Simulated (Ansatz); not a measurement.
Crystal: GdAlO3.

```
Gd Al O
1.0
     3.73533    0.00000    0.00000
     0.00000    3.73533    0.00000
     0.00000    0.00000    3.73533
Gd Al O
1 1 3
Direct
  0.00000 0.00000 0.00000
  0.50000 0.50000 0.50000
  0.50000 0.50000 0.00000
  0.50000 0.00000 0.50000
  0.00000 0.50000 0.50000
```

The cell comes from a database or a generator and needn't be the stable form of this composition.

Base run:

| Property | Result |
| --- | --- |
| Program | Ansatz 0.2.0 |
| Functional | PBEsol |
| Potentials or basis | Ansatz PAW |
| Cutoff | 420 eV (not typed: the program's choice for these potentials) |
| k mesh | 6 × 6 × 6 |
| Occupations | fermi-dirac, width 0.05 eV |
| Spin | collinear spin, ferromagnetic start |
| Starting moments | [1.8, 0.0, 0.0, 0.0, 0.0] μB |
| Fixed moment | 1.8 μB |

Its results: pressure -5.6 GPa; site moments Gd +1.87; Al +0.00; O -0.04 μB.

Q: The run is repeated on the same cell with these changes: fixed moment from 1.8 μB to 8.8 μB; moments at the start from [1.8, 0.0, 0.0, 0.0, 0.0] to [8.8, 0.0, 0.0, 0.0, 0.0]. What comes out?

A: Pressure 4.3 GPa; site moments Gd +7.30; Al -0.00; O +0.28 μB.

Caveats: the total moment is fixed, so each spin has its own Fermi level; a cell with one magnetic atom can't hold antiferromagnetic order, which such compounds often take; the PAW data sets come from PBE, with cores solved anew for the run's functional, which leaves a small shift of forces and pressure; the thresholds are loose for stress.
